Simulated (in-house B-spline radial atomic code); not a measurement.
**Co²⁺: a test of the Gauss points an interval**

How far can the Gauss points an interval be changed before the Co²⁺ run goes wrong?

Method: Dirac-Coulomb LDA (Slater, VWN5), spherical fractional occupations, Fermi nucleus, basis-set limit. Code: in-house B-spline radial atomic code version 1.

## Step 1: What is computed

| Property | Result |
| --- | --- |
| element | cobalt (Z = 27) |
| charge | +2 |
| electrons | 25 |
| configuration | [Ar] 3d7 |
| Hamiltonian | Dirac-Coulomb |
| nucleus | Fermi, rms radius 3.788 fm |

The outer shells:

[Ar] 3d7
```
[Ar] core
3d [↑↓][↑↓][↑ ][↑ ][↑ ]
```

The boxes only draw the filling; these runs are spin-restricted and spherical.

A run counts as converged when the orbital gradient is under the tolerance times 27 hartree (or under the basis's noise floor) and the energy moved by less than 1e-8 hartree times the root of its size. Energy differences under 4e-06 hartree are noise.

The run's settings:

```ini
Z = 27
electrons = 25.0
configuration = [Ar] 3d7
hamiltonian = dirac
method = lda,vwn
spin_polarised = False
nucleus = fermi
rms_radius = 3.7875
mass_number = 59
atomic_mass = 58.933193524
speed_of_light = 137.035999084
knot_spacing = 0.22
spline_order = 8
gauss_points = 12
box_radius = 22.22
max_iterations = 70
damping = 0.5
damped_steps = 3
diis_vectors = 10
tolerance = 1e-08
start = Thomas-Fermi
```

From the earlier run of the reference: total energy -1389.847207 hartree. Levels, eight at most:

```tsv
orbital	occupation	energy (eV)	<r> (bohr)
2s1/2	2	-915.67	0.2558
2p1/2	2	-798.00	0.2231
2p3/2	4	-783.21	0.2262
3s1/2	2	-121.02	0.7758
3p1/2	2	-85.932	0.8107
3p3/2	4	-84.072	0.8206
3d3/2	2.8	-27.520	1.017
3d5/2	4.2	-27.320	1.023
```

## Step 2: Gauss points an interval 3

The settings differ from step 1 so:

```diff
@@ -13,3 +13,3 @@
 spline_order = 8
-gauss_points = 12
+gauss_points = 3
 box_radius = 22.22
```

On the command line:

```sh
python run_scf.py task.json out
```

One command runs all members of the session, one after another, from task.json.

The program writes no log. Results of the run, from its result record (rounded, main fields):

```text
status: converged
scf [iteration, energy, orbital gradient]:
  - [1, -1377.50542984, 0.464]
  - [2, -1379.77687795, 0.688]
  - [3, -1389.58445024, 0.0761]
  - [4, -1389.82317554, 0.0387]
  - [5, -1389.83931639, 0.0184]
  - [6, -1389.84329734, 0.0107]
  - [7, -1389.84715494, 0.000307]
  - [8, -1389.84715594, 5.07e-05]
  - [9, -1389.84715603, 4.24e-07]
energy [hartree]: {"total": -1389.84715603, "kinetic": 1410.09256589, "nuclear": -3317.70273012, "coulomb": 574.293410866, "xc": -56.530402669}
orbitals [hartree, bohr; first row names the columns]:
  - ["name", "occ", "eps", "<r>"]
  - ["1s1/2", 2.0, -279.0849, 0.05628]
  - ["2s1/2", 2.0, -33.650207, 0.25583]
  - ["2p1/2", 2.0, -29.32591, 0.22305]
  - ["2p3/2", 4.0, -28.782336, 0.22619]
  - ["3s1/2", 2.0, -4.447263, 0.77578]
  - ["3p1/2", 2.0, -3.1579349, 0.81074]
  - ["3p3/2", 4.0, -3.0895848, 0.82061]
  - ["3d3/2", 2.8, -1.0113371, 1.0173]
  - ["3d5/2", 4.2, -1.0040079, 1.0227]
sum_r [bohr^k]: {"-1": 122.8781, "1": 15.57437, "2": 16.15521}
energy_minus_base [hartree]: 5.10019242e-05
```

Run time: 0.76 s. Hardware: 1 thread, shared host.

energy_minus_base is the energy less that of the reference run.

## Step 3: Gauss points an interval 4

The settings differ from step 2 so:

```diff
@@ -13,3 +13,3 @@
 spline_order = 8
-gauss_points = 3
+gauss_points = 4
 box_radius = 22.22
```

Result record:

```text
status: converged
scf [iteration, energy, orbital gradient]:
  - [1, -1377.47651411, 0.464]
  - [2, -1379.76975327, 0.689]
  - [3, -1389.58320255, 0.0763]
  - [4, -1389.82312878, 0.0388]
  - [5, -1389.83938485, 0.0184]
  - [6, -1389.8433459, 0.0107]
  - [7, -1389.84720586, 0.000308]
  - [8, -1389.84720687, 5.09e-05]
  - [9, -1389.84720697, 4.19e-07]
  - [10, -1389.84720697, 1.8e-08]
energy [hartree]: {"total": -1389.84720697, "kinetic": 1410.09268018, "nuclear": -3317.70300859, "coulomb": 574.293534495, "xc": -56.5304130579}
orbitals [hartree, bohr; first row names the columns]:
  - ["name", "occ", "eps", "<r>"]
  - ["1s1/2", 2.0, -279.08489, 0.05628]
  - ["2s1/2", 2.0, -33.650204, 0.25583]
  - ["2p1/2", 2.0, -29.325906, 0.22305]
  - ["2p3/2", 4.0, -28.782332, 0.22619]
  - ["3s1/2", 2.0, -4.4472637, 0.77578]
  - ["3p1/2", 2.0, -3.1579342, 0.81074]
  - ["3p3/2", 4.0, -3.089584, 0.82061]
  - ["3d3/2", 2.8, -1.0113343, 1.0173]
  - ["3d5/2", 4.2, -1.0040051, 1.0227]
sum_r [bohr^k]: {"-1": 122.8781, "1": 15.57436, "2": 16.15519}
energy_minus_base [hartree]: 6.75915999e-08
```

Run time: 0.83 s. Hardware: 1 thread, shared host.

## Step 4: Gauss points an interval 5

The settings differ from step 3 so:

```diff
@@ -13,3 +13,3 @@
 spline_order = 8
-gauss_points = 4
+gauss_points = 5
 box_radius = 22.22
```

Result record:

```text
status: converged
scf [iteration, energy, orbital gradient]:
  - [1, -1377.49973175, 0.464]
  - [2, -1379.77525701, 0.689]
  - [3, -1389.58423788, 0.0762]
  - [4, -1389.82320844, 0.0387]
  - [5, -1389.83936967, 0.0184]
  - [6, -1389.84334758, 0.0107]
  - [7, -1389.84720594, 0.000307]
  - [8, -1389.84720695, 5.08e-05]
  - [9, -1389.84720704, 4.17e-07]
  - [10, -1389.84720704, 1.82e-08]
energy [hartree]: {"total": -1389.84720704, "kinetic": 1410.09268019, "nuclear": -3317.70300888, "coulomb": 574.293534743, "xc": -56.5304130929}
orbitals [hartree, bohr; first row names the columns]:
  - ["name", "occ", "eps", "<r>"]
  - ["1s1/2", 2.0, -279.08489, 0.05628]
  - ["2s1/2", 2.0, -33.650204, 0.25583]
  - ["2p1/2", 2.0, -29.325906, 0.22305]
  - ["2p3/2", 4.0, -28.782332, 0.22619]
  - ["3s1/2", 2.0, -4.4472637, 0.77578]
  - ["3p1/2", 2.0, -3.1579342, 0.81074]
  - ["3p3/2", 4.0, -3.089584, 0.82061]
  - ["3d3/2", 2.8, -1.0113343, 1.0173]
  - ["3d5/2", 4.2, -1.0040051, 1.0227]
sum_r [bohr^k]: {"-1": 122.8781, "1": 15.57436, "2": 16.15519}
energy_minus_base [hartree]: -3.04453351e-09
```

It took 0.8 s on 1 thread, shared host.

## Step 5: Gauss points an interval 6

The settings differ from step 4 so:

```diff
@@ -13,3 +13,3 @@
 spline_order = 8
-gauss_points = 5
+gauss_points = 6
 box_radius = 22.22
```

Result record:

```text
status: converged
scf [iteration, energy, orbital gradient]:
  - [1, -1377.48596108, 0.464]
  - [2, -1379.77211515, 0.689]
  - [3, -1389.58362463, 0.0762]
  - [4, -1389.82316077, 0.0388]
  - [5, -1389.83937923, 0.0184]
  - [6, -1389.84334674, 0.0107]
  - [7, -1389.84720593, 0.000308]
  - [8, -1389.84720694, 5.08e-05]
  - [9, -1389.84720703, 4.18e-07]
  - [10, -1389.84720703, 1.78e-08]
energy [hartree]: {"total": -1389.84720703, "kinetic": 1410.09268019, "nuclear": -3317.70300891, "coulomb": 574.293534783, "xc": -56.530413095}
orbitals [hartree, bohr; first row names the columns]:
  - ["name", "occ", "eps", "<r>"]
  - ["1s1/2", 2.0, -279.08489, 0.05628]
  - ["2s1/2", 2.0, -33.650204, 0.25583]
  - ["2p1/2", 2.0, -29.325906, 0.22305]
  - ["2p3/2", 4.0, -28.782332, 0.22619]
  - ["3s1/2", 2.0, -4.4472637, 0.77578]
  - ["3p1/2", 2.0, -3.1579342, 0.81074]
  - ["3p3/2", 4.0, -3.089584, 0.82061]
  - ["3d3/2", 2.8, -1.0113343, 1.0173]
  - ["3d5/2", 4.2, -1.0040051, 1.0227]
sum_r [bohr^k]: {"-1": 122.8781, "1": 15.57436, "2": 16.15519}
energy_minus_base [hartree]: -6.82121026e-13
```

Run time: 0.78 s. Hardware: 1 thread, shared host.

## Step 6: Gauss points an interval 8

The settings differ from step 5 so:

```diff
@@ -13,3 +13,3 @@
 spline_order = 8
-gauss_points = 6
+gauss_points = 8
 box_radius = 22.22
```

Result record:

```text
status: converged
scf [iteration, energy, orbital gradient]:
  - [1, -1377.49284767, 0.464]
  - [2, -1379.77368965, 0.689]
  - [3, -1389.58393127, 0.0762]
  - [4, -1389.82318459, 0.0388]
  - [5, -1389.83937446, 0.0184]
  - [6, -1389.84334715, 0.0107]
  - [7, -1389.84720594, 0.000307]
  - [8, -1389.84720694, 5.08e-05]
  - [9, -1389.84720703, 4.18e-07]
  - [10, -1389.84720703, 1.83e-08]
energy [hartree]: {"total": -1389.84720703, "kinetic": 1410.09268016, "nuclear": -3317.70300883, "coulomb": 574.29353473, "xc": -56.5304130919}
orbitals [hartree, bohr; first row names the columns]:
  - ["name", "occ", "eps", "<r>"]
  - ["1s1/2", 2.0, -279.08489, 0.05628]
  - ["2s1/2", 2.0, -33.650204, 0.25583]
  - ["2p1/2", 2.0, -29.325906, 0.22305]
  - ["2p3/2", 4.0, -28.782332, 0.22619]
  - ["3s1/2", 2.0, -4.4472637, 0.77578]
  - ["3p1/2", 2.0, -3.1579342, 0.81074]
  - ["3p3/2", 4.0, -3.089584, 0.82061]
  - ["3d3/2", 2.8, -1.0113343, 1.0173]
  - ["3d5/2", 4.2, -1.0040051, 1.0227]
sum_r [bohr^k]: {"-1": 122.8781, "1": 15.57436, "2": 16.15519}
energy_minus_base [hartree]: 2.27373675e-12
```

Run time: 0.82 s. Hardware: 1 thread, shared host.

## Step 7: Gauss points an interval 16

The settings differ from step 6 so:

```diff
@@ -13,3 +13,3 @@
 spline_order = 8
-gauss_points = 8
+gauss_points = 16
 box_radius = 22.22
```

Result record:

```text
status: converged
scf [iteration, energy, orbital gradient]:
  - [1, -1377.48971719, 0.464]
  - [2, -1379.77293966, 0.689]
  - [3, -1389.58379163, 0.0762]
  - [4, -1389.82317388, 0.0388]
  - [5, -1389.83937648, 0.0184]
  - [6, -1389.84334693, 0.0107]
  - [7, -1389.84720593, 0.000307]
  - [8, -1389.84720694, 5.08e-05]
  - [9, -1389.84720703, 4.18e-07]
  - [10, -1389.84720703, 1.87e-08]
energy [hartree]: {"total": -1389.84720703, "kinetic": 1410.09268017, "nuclear": -3317.70300885, "coulomb": 574.293534745, "xc": -56.5304130927}
orbitals [hartree, bohr; first row names the columns]:
  - ["name", "occ", "eps", "<r>"]
  - ["1s1/2", 2.0, -279.08489, 0.05628]
  - ["2s1/2", 2.0, -33.650204, 0.25583]
  - ["2p1/2", 2.0, -29.325906, 0.22305]
  - ["2p3/2", 4.0, -28.782332, 0.22619]
  - ["3s1/2", 2.0, -4.4472637, 0.77578]
  - ["3p1/2", 2.0, -3.1579342, 0.81074]
  - ["3p3/2", 4.0, -3.089584, 0.82061]
  - ["3d3/2", 2.8, -1.0113343, 1.0173]
  - ["3d5/2", 4.2, -1.0040051, 1.0227]
sum_r [bohr^k]: {"-1": 122.8781, "1": 15.57436, "2": 16.15519}
energy_minus_base [hartree]: 1.59161573e-12
```

Wall time 0.82 s (1 thread, shared host).

## Step 8: What each setting did

| run | outcome | iterations | energy less the reference (hartree) |
| --- | --- | --- | --- |
| reference | converged | 10 | 0 |
| Gauss points an interval 3 | converged | 9 | +5.1e-05 |
| Gauss points an interval 4 | converged | 10 | below noise |
| Gauss points an interval 5 | converged | 10 | below noise |
| Gauss points an interval 6 | converged | 10 | below noise |
| Gauss points an interval 8 | converged | 10 | below noise |
| Gauss points an interval 16 | converged | 10 | below noise |

What this shows: Of 6 changed inputs, 5 gave the reference energy within 1e-05 hartree and 1 converged to another value. The worst converged miss is +5.1e-05 hartree (Gauss points an interval 3): the integrals are too coarse.
